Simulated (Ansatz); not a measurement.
# TiWC2: the cost of one run

Program: Ansatz 0.2.0 through its Python package. The levels of theory stand in the script. These are calculated values, not measurements.

## (1) The structure

It takes space group R-3m (No. 166, trigonal). Conventional cell: a = 3.069 Å, b = 3.069 Å, c = 15.167 Å, α = 90.00°, β = 90.00°, γ = 120.00°. Ti (site symmetry -3m) is surrounded by 6 C at 2.17 Å. Around W (site symmetry -3m) lie 6 C at 2.18 Å. Around C (site symmetry 3m) lie 3 Ti at 2.17 Å and 3 W at 2.18 Å.

No structure file is read: the coordinates are typed or built in the script.

## (2) The code

The input, run_paw_lapw.py:

```python
# -*- coding: utf-8 -*-
import ansatz as az
import numpy as np


def count_gap(report):
    # lowest empty less highest filled band, counting bands; zero where they overlap
    return max(report.get("gap_by_band_count_ev") or 0.0, 0.0)

vectors = np.array([
    [1.53442477, 0.88590056, 5.05550355],
    [-1.53442477, 0.88590056, 5.05550355],
    [0.0, -1.77180111, 5.05550355],
])
cell = (
    az.Lattice.of(vectors)
    .atom("Ti", [0.5, 0.5, 0.5])
    .atom("W", [0.0, 0.0, 0.0])
    .atom("C", [0.249372, 0.249372, 0.249372])
    .atom("C", [0.750628, 0.750628, 0.750628])
)

calculation = (
    cell.calculation()
    .functional("PBEsol")
    .kpoints(mesh=(10, 10, 10))
    .occupations(az.OccupationsMethod.FERMI_DIRAC, width=0.15)
    .scf(tolerance=1e-09)
    .stress()
    .forces()
    .band_table()
)
variants = {
    "PAW": calculation.pseudopotentials("paw"),
    "LAPW": calculation.pseudopotentials("all_electron", lapw=True),
}
rows = []
for label, variant in variants.items():
    r = variant.run(threads=1).report
    levels = np.array(r["eigenvalues_ev"][0]) - r["fermi_energy_ev"]
    print(label, "levels at the first k-point near E_F:", np.round(levels[np.abs(levels) < 5], 3))
    rows.append((label, r["n_electrons"], np.trace(r["stress_gpa"]) / 3, float(np.abs(r["forces_ev_ang"]).max()), count_gap(r)))
lines = [",".join(["treatment", "electrons in bands", "P GPa", "max force component eV/A", "gap by band count eV"])] + [",".join(f"{v:.4f}" if isinstance(v, float) else str(v) for v in row) for row in rows]
print("\n".join(lines))
with open("paw_lapw.csv", "w") as handle:
    handle.write("\n".join(lines) + "\n")
```

## (3) The input behind the calls

The engine receives this input (first run):

```yaml
crystal:
  lattice:
    - [1.53442477, 0.88590056, 5.05550355]
    - [-1.53442477, 0.88590056, 5.05550355]
    - [0.0, -1.77180111, 5.05550355]
  atoms:
    - { symbol: Ti, position: [0.5, 0.5, 0.5] }
    - { symbol: W, position: [0.0, 0.0, 0.0] }
    - { symbol: C, position: [0.249372, 0.249372, 0.249372] }
    - { symbol: C, position: [0.750628, 0.750628, 0.750628] }
kpoints:
  mp_grid:
    grid: [10, 10, 10]
hamiltonian:
  xc: pbesol
  pseudopotentials:
    kind: paw
scf:
  convergence:
    dr2_threshold: 1.0e-09
  occupations:
    method: fermi_dirac
    width: 0.15
output:
  forces: true
  stress: true
  eigenvalues: true
```

## (4) The run

Started as:

```
$ python run_paw_lapw.py
```

**Question.** How long does this script take on 1 thread of Arm Neoverse V1, shared host, and how much memory does it need?

About 3.3 min, with a peak of 1.4 GiB.
